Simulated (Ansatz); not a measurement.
# GdBi: the crystal squeezed far

How does GdBi (CsCl type) answer strong compression? Methods of the runs shown: PAW. Its runs: cell relaxed at zero pressure (PAW); volume scaled by 1 (PAW); volume scaled by 0.9 (PAW); volume scaled by 0.8 (PAW); volume scaled by 0.7 (PAW); volume scaled by 0.6 (PAW); volume scaled by 0.5 (PAW and PAW (partial_waves polarizable)); volume scaled by 0.4 (PAW and PAW (source ansatz)).

Program: Ansatz 0.2.0. Level of theory: DFT r²SCAN, with the methods named in each step. These are calculated values, not measurements.

1 further run of the same task is left out (set aside as unsound or not needed).

### Step 1. The starting structure

The structure is cubic, space group Pm-3m (No. 221). Conventional cell: a = 3.762 Å, b = 3.762 Å, c = 3.762 Å, α = 90.00°, β = 90.00°, γ = 90.00°. Gd (site symmetry m-3m) has 8 Bi at 3.26 Å as nearest neighbours. Around Bi (site symmetry m-3m) lie 8 Gd at 3.26 Å.

Structure file:

```
Gd Bi
1.0
     3.76245    0.00000    0.00000
     0.00000    3.76245    0.00000
     0.00000    0.00000    3.76245
Gd Bi
1 1
Direct
  0.00000 0.00000 0.00000
  0.50000 0.50000 0.50000
```

Whether this phase is the stable one at these pressures isn't tested.

Atoms are numbered in the order of the input: Gd1, Bi2.

### Step 2. Cell relaxed at zero pressure, PAW

Input file input.yaml:

```yaml
crystal:
  lattice:
    - [3.7624542536, 0.0, 0.0]
    - [0.0, 3.7624542536, 0.0]
    - [0.0, 0.0, 3.7624542536]
  atoms:
    - { symbol: Gd, position: [0.0, 0.0, 0.0], spin: 7.0 }
    - { symbol: Bi, position: [0.5, 0.5, 0.5] }
magnetization:
  spin_polarized: true
kpoints:
  mp_grid: { grid: [11, 11, 11] }
scf:
  occupations: { method: fermi_dirac, width: 0.08 }
hamiltonian:
  xc: r2scan
  pseudopotentials: { kind: paw }
output:
  forces: true
  stress: true
relax:
  f_tol: 0.005
  max_steps: 40
  cell: {}
```

The run is started by

```bash
> ansatz run input.yaml --threads 1 --pin off --max-ram 3072MiB --backend cpu --events-out ev --progress --plain --runs-dir out
```

The runs that follow: Volume scaled by 1, PAW; Volume scaled by 0.9, PAW; Volume scaled by 0.8, PAW; Volume scaled by 0.7, PAW; Volume scaled by 0.6, PAW; Volume scaled by 0.5, PAW; Volume scaled by 0.5, PAW (partial_waves polarizable); Volume scaled by 0.4, PAW; Volume scaled by 0.4, PAW (source ansatz).

Q: Predict the outcome of this session. Wanted: PAW pressure at 0.4 of the volume; fitted bulk modulus at zero pressure.

The runs gave:

```
                                  quantity      value
         PAW pressure at 0.4 of the volume  348.1 GPa
fitted bulk modulus at zero pressure (PAW)     61 GPa
                   its pressure derivative       3.98
```

What this shows: At 0.4 of the starting volume PAW gives 348 GPa. One third-order Birch-Murnaghan curve follows these points (B₀ = 61 GPa, B′ = 3.98, misfit at most 1.08 GPa). A fit over so wide a range leans to the high pressures, so B₀ can be off by several per cent. The largest moment goes from 7.31 to 6.70 μB. No all-electron run checks these rows here, and frozen cores can fail under such compression. The ions are at rest, and the electrons smeared by 0.08 eV. Other magnetic orders may lie lower; this is the state that the run reached. Spin-orbit coupling is left out, though the cell holds Bi; in elements this heavy it can shift bands and gaps by tenths of an eV. With one magnetic atom in the cell only ferromagnetic order fits; the real order can differ.
